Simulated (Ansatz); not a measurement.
**One shape, several levels: C2H7Ga (SMILES [CH3][GaH][CH3])**

Wanted: a comparison of 6 runs (HF/STO-3G, PBE0/STO-3G, B3LYP/6-31G*, PBE0/def2-SVP, MP2/def2-SVP) of C2H7Ga. 

The results are computed with Ansatz 0.2.0.

4 further runs of the same task are left out: 1 for a known fault of the program, 2 that didn't finish, 1 set aside as unsound or not needed.

### 1 The structure to begin with

C2H7Ga has 10 atoms, charge 0, and is taken as a singlet. As SMILES, `[CH3][GaH][CH3]`. The coordinates come from a PBE0-D4/def2-TZVP relaxation.

Bond lengths: C1–Ga2 1.971 Å, Ga2–C3 1.971 Å, C1–H4 1.096 Å, C1–H5 1.091 Å, C1–H6 1.092 Å, Ga2–H7 1.579 Å, C3–H8 1.096 Å, C3–H9 1.091 Å, C3–H10 1.092 Å. Some angles: C1–Ga2–C3 120.1°, C1–Ga2–H7 120.0°, C3–Ga2–H7 119.9°, Ga2–C1–H4 109.0°, Ga2–C1–H5 112.5°, Ga2–C1–H6 111.5°, Ga2–C3–H8 109.0°, Ga2–C3–H9 112.5°, Ga2–C3–H10 111.5°, H4–C1–H5 107.5°.

### 2 Energy and forces at HF/STO-3G (run 1)

File in.yaml:

```yaml
crystal:
  periodic: [false, false, false]
  atoms:
    - {symbol: C, position_ang: [-1.063400, 1.142800, -0.711800]}
    - {symbol: Ga, position_ang: [0.649000, 0.266100, -0.281300]}
    - {symbol: C, position_ang: [0.681500, -1.321500, 0.886900]}
    - {symbol: H, position_ang: [-1.533700, 0.614200, -1.548200]}
    - {symbol: H, position_ang: [-0.935400, 2.183800, -1.011500]}
    - {symbol: H, position_ang: [-1.759700, 1.095200, 0.128600]}
    - {symbol: H, position_ang: [1.997300, 0.836500, -0.872600]}
    - {symbol: H, position_ang: [0.687700, -0.994000, 1.932300]}
    - {symbol: H, position_ang: [1.569300, -1.935900, 0.730500]}
    - {symbol: H, position_ang: [-0.209600, -1.938300, 0.750100]}
basis:
  gaussian:
    orbitals: STO-3G
hamiltonian:
  xc: hf
output: {forces: true, orbitals: {seedname: orbitals}}
accuracy: high
```

Launch:

```sh
$ ansatz run in.yaml --threads 1 --pin off --max-ram 2610MiB --events-out events.jsonl --progress --plain --runs-dir runs
```

Log, cut to the lines that bear on the results:

```text
Warning: RAYON_NUM_THREADS=1 ignored (pool sized by the plan → 1); use --threads N
Functional definition: HF
  name "HF"
[...]
601 factors; integrals over basis functions are off by at most 3.1e-9 eV
[...]
mean field -53871.96658150 eV, -1979.7582561397 hartree, gradient 5.8e-8 eV, S^2 0.000000; 0 other end points of the search recorded, 0 dependent functions left out
[...]
reference -53871.96658150 eV, -1979.7582561397 hartree; 25, 25 occupied and 10, 10 virtual orbitals, 601 factors
Total energy: -53871.96658150 eV, -1979.7582561397 hartree
Atom 0 at    -1.063400     1.142800    -0.711800 Å, force     1.657748    -1.043378     0.372168 eV/Å
Atom 1 at     0.649000     0.266100    -0.281300 Å, force     0.765956     0.324344    -0.336337 eV/Å
Atom 2 at     0.681500    -1.321500     0.886900 Å, force    -0.113766     1.691865    -1.044142 eV/Å
Atom 3 at    -1.533700     0.614200    -1.548200 Å, force     0.154131     0.305861     0.375367 eV/Å
Atom 4 at    -0.935400     2.183800    -1.011500 Å, force    -0.177633    -0.380973     0.151530 eV/Å
Atom 5 at    -1.759700     1.095200     0.128600 Å, force     0.223957     0.145814    -0.414501 eV/Å
Atom 6 at     1.997300     0.836500    -0.872600 Å, force    -2.565140    -1.085371     1.125338 eV/Å
Atom 7 at     0.687700    -0.994000     1.932300 Å, force     0.011880    -0.232088    -0.450562 eV/Å
Atom 8 at     1.569300    -1.935900     0.730500 Å, force    -0.415727     0.135001     0.110936 eV/Å
Atom 9 at    -0.209600    -1.938300     0.750100 Å, force     0.458596     0.138926     0.110204 eV/Å
Dipole moment:    -0.012493    -0.005295     0.005628 e Å
```

Wall time 0.96 s (1 thread of Intel Xeon Platinum 8488C (Sapphire Rapids), shared host); peak memory 0.29 GiB.

### 3 Energy and forces at PBE0/STO-3G (run 2)

File run.yaml:

```yaml
crystal:
  periodic: [false, false, false]
  atoms:
    - symbol: C
      position_ang: [-1.063400, 1.142800, -0.711800]
    - symbol: Ga
      position_ang: [0.649000, 0.266100, -0.281300]
    - symbol: C
      position_ang: [0.681500, -1.321500, 0.886900]
    - symbol: H
      position_ang: [-1.533700, 0.614200, -1.548200]
    - symbol: H
      position_ang: [-0.935400, 2.183800, -1.011500]
    - symbol: H
      position_ang: [-1.759700, 1.095200, 0.128600]
    - symbol: H
      position_ang: [1.997300, 0.836500, -0.872600]
    - symbol: H
      position_ang: [0.687700, -0.994000, 1.932300]
    - symbol: H
      position_ang: [1.569300, -1.935900, 0.730500]
    - symbol: H
      position_ang: [-0.209600, -1.938300, 0.750100]
basis:
  gaussian: {orbitals: STO-3G}
hamiltonian: {xc: pbe0}
accuracy: high
output: {forces: true, orbitals: {seedname: orbitals}}
```

Launch:

```sh
$ ansatz run run.yaml --threads 1 --pin off --max-ram 2610MiB --events-out events.jsonl --progress --plain --runs-dir runs
```

Log:

```text
Warning: RAYON_NUM_THREADS=1 ignored (pool sized by the plan → 1); use --threads N
[... 18 lines left out ...]
Total energy: -53916.25786990 eV, -1981.3859309666 hartree
[... 10 lines left out ...]
Dipole moment:    -0.060971    -0.025921     0.027044 e Å
```

It took 8.4 s on 1 thread of Intel Xeon Platinum 8488C (Sapphire Rapids), shared host; peak memory 0.29 GiB.

Runs 3 to 5 aren't shown in full; the table further down has their settings and results.

### 4 Energy and gradient at MP2/def2-SVP (run 6)

in.yaml, as its differences from that of step 2:

```diff
@@ -15,6 +15,7 @@
   gaussian:
-    orbitals: STO-3G
-hamiltonian:
-  xc: hf
+    orbitals: def2-SVP
+correlation:
+  method: mp2
+  frozen_orbitals: {C: 1, Ga: 9, H: 0}
+accuracy: high
 output: {forces: true, orbitals: {seedname: orbitals}}
-accuracy: high
```

Launch:

```sh
$ ansatz run in.yaml --threads 1 --pin off --max-ram 2610MiB --events-out events.jsonl --progress --plain --runs-dir runs
```

Log:

```text
Warning: RAYON_NUM_THREADS=1 ignored (pool sized by the plan → 1); use --threads N
[... 10 lines left out ...]
11 core orbitals not correlated: weight in the atoms' cores, before any rotation towards them, 1.000 or more for the frozen orbitals, at most 0.000 for the correlated occupied ones
[... 3 lines left out ...]
Total energy: -54511.45868751 eV, -2003.2591575723 hartree
[... 10 lines left out ...]
Dipole moment:    -0.112036    -0.047388     0.049156 e Å
```

It took 8.4 s on 1 thread of Intel Xeon Platinum 8488C (Sapphire Rapids), shared host; peak memory 0.39 GiB.

### 5 The series

```tsv
run	level	Cartesian functions	frozen core orbitals	energy (Eh)	dipole moment (D)	HOMO energy (eV)	LUMO energy (eV)	wall time
1	HF/STO-3G	no	–	-1979.758256	0.07	-6.78	5.20	0.96 s
2	PBE0/STO-3G	no	–	-1981.385931	0.34	-2.21	0.64	8.4 s
3	B3LYP/6-31G* (spherical functions)	no	–	-2005.041117	0.71	-7.23	-1.13	7.8 s
4	B3LYP/6-31G* (Cartesian functions)	yes	–	-2005.047717	0.70	-7.23	-1.12	7.8 s
5	PBE0/def2-SVP	no	–	-2004.607256	0.68	-7.63	-0.90	8.4 s
6	MP2/def2-SVP	no	11	-2003.259158	0.63	-10.57	1.90	8.4 s
```

### 6 Outcome

| quantity | value |
| --- | --- |
| run 6: total energy | -2003.25916 Eh |
| run 6: dipole moment (correlated density) | 0.63 D |
| run 6: HOMO energy (Hartree–Fock orbitals) | -10.57 eV |
| run 6: LUMO energy (Hartree–Fock orbitals) | 1.90 eV |
| run 6: HOMO–LUMO gap (Hartree–Fock orbitals) | 12.47 eV |
| run 6: correlation energy (11 core orbitals frozen) | -514.4 mEh |
| run 6: largest force on an atom | 0.275 eV/Å |

In words: The dipole moment (its size) runs from 0.07 D (HF/STO-3G) to 0.71 D (B3LYP/6-31G*). The two ends differ in method and basis. Over runs 1, 2, 3, 4, 5 the HOMO–LUMO gap runs from 2.85 eV (PBE0/STO-3G) to 11.98 eV (HF/STO-3G). Exact exchange widens orbital gaps. Totals of different functionals can't be ranked against each other. In runs 1, 2 the basis is minimal, so the values are rough. All runs together took 42 s, the longest 8.4 s.
